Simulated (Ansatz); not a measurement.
# As started on an O site and an O vacancy in perovskite BaZrO3, 9 atoms, charge +2

Aim: a base single point, then the same cell under other settings, to see what each one moves.

Method: density functional theory in Ansatz 0.2.0, PAW datasets, plane waves.

**1. Starting point**

9 atoms (2 Ba, 2 Zr, 4 O, 1 As); a = 8.362 Å, b = 4.181 Å, c = 4.181 Å, α = 90.00°, β = 90.00°, γ = 90.00°. All atoms were shaken off their sites by about 0.04 Å along each axis. Defect site 1: (0.500, 0.500, 0.500). Defect site 2: (0.250, 0.500, 0.000). Starting moments add up to 3 μB.

Coordinates:

```xyz
9
Lattice="8.3620 0.0000 0.0000 0.0000 4.1810 0.0000 0.0000 0.0000 4.1810" Properties=species:S:1:pos:R:3 pbc="T T T"
Ba    0.0166    0.0404    4.1338
Ba    4.1617    0.1096    4.1778
Zr    2.0772    2.0807    2.0739
Zr    6.1691    2.1121    2.0815
O     6.2736    2.0722    0.0347
O     8.3460    2.0690    2.0669
O     2.0600    0.0570    2.0939
O     6.2544    4.1642    2.0865
As    4.2224    2.0026    2.1833
```

**2. PBEsol on the given atoms**

File in.yaml:

```yaml
crystal:
  lattice:
    - [8.361961, 0.000000, 0.000000]
    - [0.000000, 4.180980, 0.000000]
    - [0.000000, 0.000000, 4.180980]
  atoms:
    - { symbol: Ba, position: [0.001982, 0.009671, 0.988713] }
    - { symbol: Ba, position: [0.497689, 0.026213, 0.999249] }
    - { symbol: Zr, position: [0.248407, 0.497669, 0.496036], spin: 1 }
    - { symbol: Zr, position: [0.737762, 0.505159, 0.497843], spin: 1 }
    - { symbol: O, position: [0.750259, 0.495624, 0.008290] }
    - { symbol: O, position: [0.998091, 0.494851, 0.494351] }
    - { symbol: O, position: [0.246356, 0.013638, 0.500823] }
    - { symbol: O, position: [0.747963, 0.995980, 0.499051] }
    - { symbol: As, position: [0.504957, 0.478984, 0.522194], spin: 1 }
kpoints:
  mp_grid: { grid: [2, 2, 2], shift: [0.5, 0.5, 0.5] }
hamiltonian:
  xc: pbesol
total_charge: 2
magnetization:
  spin_polarized: true
scf:
  occupations: { method: fermi_dirac, width: 0.01 }
output:
  forces: true
  eigenvalues: true
  populations: true
  charged_corrections: { epsilon: 40 }
```

Command:

```console
$ ansatz run in.yaml --threads 7 --pin off --max-ram 13300MiB --runs-dir r --events-out ev --progress --plain
```

**3. Variant: 1 extra band**

Edit in.yaml of step 2 so:

```diff
@@ -24,2 +24,4 @@
   occupations: { method: fermi_dirac, width: 0.01 }
+  max_iter: 100
+  n_extra_bands: 1
 output:
@@ -27,3 +29,2 @@
   eigenvalues: true
-  populations: true
-  charged_corrections: { epsilon: 40 }
+  stress: true
```

**4. Variant: mixing beta 0.03, occupations Methfessel–Paxton**

File in.yaml:

```yaml
crystal:
  lattice:
    - [8.361961, 0.000000, 0.000000]
    - [0.000000, 4.180980, 0.000000]
    - [0.000000, 0.000000, 4.180980]
  atoms:
    - { symbol: Ba, position: [0.001982, 0.009671, 0.988713] }
    - { symbol: Ba, position: [0.497689, 0.026213, 0.999249] }
    - { symbol: Zr, position: [0.248407, 0.497669, 0.496036] }
    - { symbol: Zr, position: [0.737762, 0.505159, 0.497843] }
    - { symbol: O, position: [0.750259, 0.495624, 0.008290] }
    - { symbol: O, position: [0.998091, 0.494851, 0.494351] }
    - { symbol: O, position: [0.246356, 0.013638, 0.500823] }
    - { symbol: O, position: [0.747963, 0.995980, 0.499051] }
    - { symbol: As, position: [0.504957, 0.478984, 0.522194] }
kpoints:
  mp_grid: { grid: [2, 2, 2], shift: [0.5, 0.5, 0.5] }
hamiltonian:
  xc: pbesol
total_charge: 2
scf:
  occupations: { method: methfessel_paxton, width: 0.01 }
  max_iter: 90
  mixing: { beta: 0.03 }
output:
  forces: true
  eigenvalues: true
  stress: true
```

**5. Run again with xc grid 1**

File in.yaml:

```yaml
crystal:
  lattice:
    - [8.361961, 0.000000, 0.000000]
    - [0.000000, 4.180980, 0.000000]
    - [0.000000, 0.000000, 4.180980]
  atoms:
    - { symbol: Ba, position: [0.001982, 0.009671, 0.988713] }
    - { symbol: Ba, position: [0.497689, 0.026213, 0.999249] }
    - { symbol: Zr, position: [0.248407, 0.497669, 0.496036], spin: 1 }
    - { symbol: Zr, position: [0.737762, 0.505159, 0.497843], spin: 1 }
    - { symbol: O, position: [0.750259, 0.495624, 0.008290] }
    - { symbol: O, position: [0.998091, 0.494851, 0.494351] }
    - { symbol: O, position: [0.246356, 0.013638, 0.500823] }
    - { symbol: O, position: [0.747963, 0.995980, 0.499051] }
    - { symbol: As, position: [0.504957, 0.478984, 0.522194], spin: 1 }
kpoints:
  mp_grid: { grid: [2, 2, 2], shift: [0.5, 0.5, 0.5] }
basis: { xc_grid: 1 }
hamiltonian:
  xc: pbesol
total_charge: 2
magnetization:
  spin_polarized: true
scf:
  occupations: { method: fermi_dirac, width: 0.01 }
  max_iter: 60
output:
  forces: true
  eigenvalues: true
  stress: true
```

**6. Changed settings: functional r²SCAN**

Edit in.yaml of step 5 so:

```diff
@@ -17,5 +17,4 @@
   mp_grid: { grid: [2, 2, 2], shift: [0.5, 0.5, 0.5] }
-basis: { xc_grid: 1 }
 hamiltonian:
-  xc: pbesol
+  xc: r2scan
 total_charge: 2
@@ -25,3 +24,3 @@
   occupations: { method: fermi_dirac, width: 0.01 }
-  max_iter: 60
+  max_iter: 80
 output:
```

**7. Changed settings: mixer broyden**

Edit in.yaml of step 6 so:

```diff
@@ -18,3 +18,3 @@
 hamiltonian:
-  xc: r2scan
+  xc: pbesol
 total_charge: 2
@@ -24,3 +24,4 @@
   occupations: { method: fermi_dirac, width: 0.01 }
-  max_iter: 80
+  max_iter: 90
+  mixing: { algorithm: broyden }
 output:
```

Before running it: what results should come out? Wanted: for each run, settings; status; energy from base; forces from base.

The runs gave:

| settings | status | cycles | time | energy from base (meV/atom) | forces from base (eV/Å rms) | filled to empty level on the mesh (eV) |
| --- | --- | --- | --- | --- | --- | --- |
| base | converged | 16 | 4.4 s (7 CPU threads) | 0 | 0 | 0.21 |
| 1 extra band | converged | 18 | 4.1 s (7 CPU threads) | 0.0 | 0.000 | 0.21 |
| mixing beta 0.03, occupations Methfessel–Paxton | converged | 18 | 2.2 s (7 CPU threads) | +15.4 | 0.166 | - |
| xc grid 1 | converged | 16 | 4.6 s (7 CPU threads) | 0.0 | 0.000 | 0.21 |
| functional r²SCAN | converged | 27 | 15 s (7 CPU threads) | - | 0.140 | 0.26 |
| mixer broyden | converged | 21 | 5.5 s (7 CPU threads) | 0.0 | 0.000 | 0.21 |

**Reading.** Among these variants the forces move most with mixing beta 0.03, occupations Methfessel–Paxton (0.166 eV/Å rms).
